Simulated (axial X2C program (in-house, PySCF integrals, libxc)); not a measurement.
# Linear InOH⁺ at several levels

One table from this session's results is given with a row withheld; the runs are named, their logs left out.

Program: an in-house X2C program for linear molecules on PySCF integrals. Level of theory: all-electron X2C, two-component (2c) or spin-free, In dyall-v3z, O dyall-av3z, H dyall-v3z. These are calculated values, not measurements.

All values are calculated.

2 further runs of the same task are left out: 2 set aside as unsound or not needed.

The first run:

The input, task.json:

```json
{
 "zs": [
  49,
  8,
  1
 ],
 "q": 1,
 "bas": [
  "dyall-v3z",
  "dyall-av3z",
  "dyall-v3z"
 ],
 "r0": [
  2.05,
  0.96
 ],
 "symm": 0,
 "scan": [
  "PBE0",
  "HF",
  "r2SCAN"
 ],
 "levels": [
  "PBE0",
  "HF",
  "LDA"
 ],
 "nst": 2
}
```

Keys: zs atomic numbers; q charge; bas basis sets; r0 starting distance in Å; symm equal bonds; scan levels of the two-bond scan (MP2 follows by itself at each HF point); levels methods; nst determinants followed.

Launch:

```console
> python solin.py task.json out
```

Masses In 114.904, O 15.995, H 1.008 u.

Steps of the session up to this table: Scan at PBE0, 2c; Scan at HF, 2c; Scan at r2SCAN, 2c.

One of the session's tables, all rows but one given; the rest of the session is left out.

```
            level  r(In–O) (Å)  r(O–H) (Å)  lower stretch (cm⁻¹)  upper stretch (cm⁻¹)
         PBE0, 2c        1.863       0.959                 761.5                3897.1
           HF, 2c        1.859       0.939                 797.6                4155.5
       r2SCAN, 2c        1.867       0.961                 758.4                3850.0
          MP2, 2c        1.860       0.960                 776.4                3897.0
  PBE0, spin-free        1.863       0.959                 761.8                3897.5
    HF, spin-free        1.859       0.939                 797.6                4155.5
r2SCAN, spin-free            ?           ?                     ?                     ?
   MP2, spin-free        1.859       0.960                 776.3                3896.6
```

**Question.** Estimate the row for r2SCAN, spin-free.

As computed: r(In–O) (Å): 1.867; r(O–H) (Å): 0.961; lower stretch (cm⁻¹): 759.2; upper stretch (cm⁻¹): 3850.3.

Scans not shown above were run alike.

MP2 freezes inner shells (threshold -2 hartree). The molecule was held linear; bending was not examined, so a bent shape may lie lower.
